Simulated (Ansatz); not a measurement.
# Zn2Cd3Se: the cost of one run

Method: DFT PBE, scalar-relativistic, plane waves, PAW, unless a step names another level, in Ansatz 0.2.0.

5 further runs of the same task are left out: 3 that didn't finish, 2 set aside as unsound or not needed.

### Step 1. The structure to begin with

It takes space group P-4m2 (No. 115, tetragonal). Conventional cell: a = 4.266 Å, b = 4.266 Å, c = 7.865 Å, α = 90.00°, β = 90.00°, γ = 90.00°. Zn (site symmetry 2mm) is surrounded by 6 Cd at 2.80 to 3.02 Å and 2 Se at 3.00 Å. Cd (site symmetry 2mm) is surrounded by 2 Se at 2.89 Å and 2 Cd at 2.92 Å and 4 Zn at 3.02 Å. Cd (site symmetry -4m2) is surrounded by 4 Zn at 2.80 Å and 4 Cd at 2.92 Å. Se (site symmetry -4m2) has 4 Cd at 2.89 Å and 4 Zn at 3.00 Å as nearest neighbours.

As a file:

```
CELL_PARAMETERS angstrom
4.26594 0.00000 0.00000
0.00000 4.26594 0.00000
0.00000 0.00000 7.86493
ATOMIC_POSITIONS crystal
Zn 0.50000 0.00000 0.73137
Zn 0.00000 0.50000 0.26863
Cd 0.00000 0.50000 0.75279
Cd 0.50000 0.50000 0.50000
Cd 0.50000 0.00000 0.24721
Se 0.00000 0.00000 0.00000
```

It came out lowest among 19 distinct ends of the trial cells. At a tolerance of 0.05 Å it has space group P-4m2 (No. 115).

### Step 2. A stricter relaxation, on the response runs' mesh and smearing

Contents of input.yaml:

```yaml
crystal:
  lattice:
    - [4.2659403287, 0.0, 0.0]
    - [0.0, 4.2659403287, 0.0]
    - [0.0, 0.0, 7.8649308975]
  atoms:
    - { symbol: Zn, position: [0.5, 0.0, 0.7313671598] }
    - { symbol: Zn, position: [0.0, 0.5, 0.2686328402] }
    - { symbol: Cd, position: [0.0, 0.5, 0.7527948573] }
    - { symbol: Cd, position: [0.5, 0.5, 0.5] }
    - { symbol: Cd, position: [0.5, 0.0, 0.2472051427] }
    - { symbol: Se, position: [0.0, 0.0, 0.0] }
basis:
  ecutwfc: 420
kpoints:
  mp_grid: { grid: [8, 8, 4] }
hamiltonian:
  xc: pbe
scf:
  occupations: { method: gaussian, width: 0.1 }
output:
  forces: true
  stress: true
  eigenvalues: true
relax:
  adjacent_minimum: "off"
  f_tol: 0.001
  max_steps: 60
  cell: { stress_tol: 0.01 }
```

Command:

```sh
> ansatz run input.yaml --threads 3 --pin off --max-ram 7680MiB --backend cpu --events-out ev --progress --plain --runs-dir out
```

**Question.** How long does this run take on 3 threads of AMD EPYC 7R43 (Zen 3), shared host, and how much memory does it need?

About 61 s, with a peak of 0.7 GiB.
